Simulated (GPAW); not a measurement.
Runs of GPAW 26.7.0 on GaSb3. The structure is cubic, space group Fm-3m (No. 225). Conventional cell: a = 7.461 Å, b = 7.461 Å, c = 7.461 Å, α = 90.00°, β = 90.00°, γ = 90.00°. Around Sb (site symmetry m-3m) lie 8 Sb at 3.23 Å. Around Sb (site symmetry -43m) lie 4 Sb at 3.23 Å and 4 Ga at 3.23 Å. Ga (site symmetry m-3m) has 8 Sb at 3.23 Å as nearest neighbours. The cell comes from a database or a generator and needn't be the stable form of this composition.

| task | level | potentials or basis | k mesh | cutoff (eV) | maxiter | convergence | band path | band points | gap on the mesh (eV) | pressure (GPa) |
| --- | --- | --- | --- | --- | --- | --- | --- | --- | --- | --- |
| single point | LDA | the program's PAW data sets (release 1.2.1) made for this functional, pw | 5 × 5 × 5 | 450 | 120 | default | - | - | none | (a) |
| band structure | LDA | the program's PAW data sets (release 1.2.1) made for this functional, pw | 6 × 6 × 6 | 600 | 150 | - | GXWKGLUWLK,UX | 60 | - | (b) |
| band structure | PBEsol | PAW data sets generated in the run's folder for this functional, pw | 6 × 6 × 6 | 600 | 150 | - | GXWKGLUWLK,UX | 60 | - | -3.8 |
| single point | TB-mBJ | GPAW PAW data sets for LDA (gpaw-data 1.2.1), pw | 6 × 6 × 6 | 600 | 150 | - | - | - | none | - |
| single point | PBE | GPAW PAW data sets (gpaw-data 1.2.1), pw | 5 × 5 × 5 | 450 | 120 | default | - | - | none | -2.3 |
| band structure | PBE | GPAW PAW data sets (gpaw-data 1.2.1), pw | 6 × 6 × 6 | 600 | 150 | - | GXWKGLUWLK,UX | 60 | - | -0.9 |

Alike in all rows: no spin polarisation; cell as given; smearing fermi-dirac 0.05 eV.

Question: Fill in the values left out.

Answer: (a) -6.4; (b) -4.8.

Caveats: the cutoff is short for stress and forces, so pressures can be off by a GPa or more (some runs); a model potential gives levels but no total energy (some runs); the PAW data sets were made with another functional, which shifts forces and pressure a little (some runs).

A k mesh can miss the band edges, and the runs leave out spin-orbit coupling on Ga, Sb.

A gap of «none» marks a metal or a gap under the smearing width.

Not every run made on this cell is shown here.
